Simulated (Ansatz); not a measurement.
# GaBN (doublet): from Hartree-Fock to the top rungs at a displaced geometry (v1), cc-pVDZ

The task here is to estimate one member of a computed series from the others.

Computed with Ansatz 0.2.0, Gaussian basis. Level: cc-pVDZ, core rule «outside noble gas», up to 16 orbitals frozen.

The runs, in order: UHF; CCSD(T) on ROHF; CCSD(T) on UHF; BCCD(T) on ROHF; CISD; CCSDT(Q) on ROHF; CCSDT(Q) on UHF.

28 further runs of the same task are left out: 6 for a known fault of the program, 8 that didn't finish, 14 set aside as unsound or not needed.

## What is computed

The geometry is a PBE0/def2-TZVP stationary point (not a proven minimum) with its atoms shifted at random (size 0.040 Å). No spin-orbit coupling is included. The filled d shell of Ga may be among the frozen orbitals whatever the setting's name suggests; the logs give the count.

3 atoms, charge 0, spin multiplicity 2.

Atoms are counted from 1 here; the program's logs count them from 0.

Bond lengths: B1–N2 1.251 Å, N2–Ga3 1.837 Å. Angles: B1–N2–Ga3 177.0°.

Coordinates:

```
B    -0.01543   -0.00901   -1.44556
N    -0.01627   -0.02515   -0.19471
Ga    0.03170    0.03416    1.64027
```

The first run:

Input file in.yaml:

```yaml
crystal:
  periodic: [false, false, false]
  atoms:
    - {symbol: B, position_ang: [-0.015433, -0.009008, -1.445560]}
    - {symbol: N, position_ang: [-0.016266, -0.025151, -0.194713]}
    - {symbol: Ga, position_ang: [0.031698, 0.034159, 1.640273]}
basis:
  gaussian: {orbitals: cc-pVDZ}
magnetization: {spin_polarized: true, initial_magnetization: 1}
hamiltonian: {xc: hf}
output: {orbitals: {seedname: orbitals}}
```

The run is started by

```sh
ansatz run in.yaml --threads 1 --pin off --events-out ev --progress --plain --max-ram 2393MiB
```

Among the steps run: UHF; CCSD(T) on ROHF; CCSD(T) on UHF; BCCD(T) on ROHF; CISD; CCSDT(Q) on ROHF; CCSDT(Q) on UHF.

One table of the session follows, with a row left open; its other results are not shown here.

It belongs to the step «Misses and costs». 

| method | from UCCSDT(Q) (kJ/mol) |
| --- | --- |
| ROHF | +761.6 |
| UHF | ? |
| RMP2 | +84.2 |
| UMP2 | +86.8 |
| RCCSD | +38.0 |
| UCCSD | +37.9 |
| RCCSD(T) | +5.6 |
| UCCSD(T) | +6.2 |
| BCCD(T) | +5.6 |
| RCCSDT | +3.3 |
| UCCSDT | +3.4 |
| RCCSDT(Q) | +0.6 |
| UCCSDT(Q) | 0 |

**Question.** Estimate the row for UHF.

**Answer.** from UCCSDT(Q) (kJ/mol): +751.0. In the column «from UCCSDT(Q) (kJ/mol)» it lies between UMP2 (+86.8) and ROHF (+761.6).

Not comparable, so not listed: CISD (they don't share determinant, frozen orbitals or solution with the rows shown, or repeat one).

Limits of these values: Restricted and unrestricted rows rest on different reference determinants; where their highest levels disagree by more than a few hundredths of an eV, they describe different states and don't form one ladder.
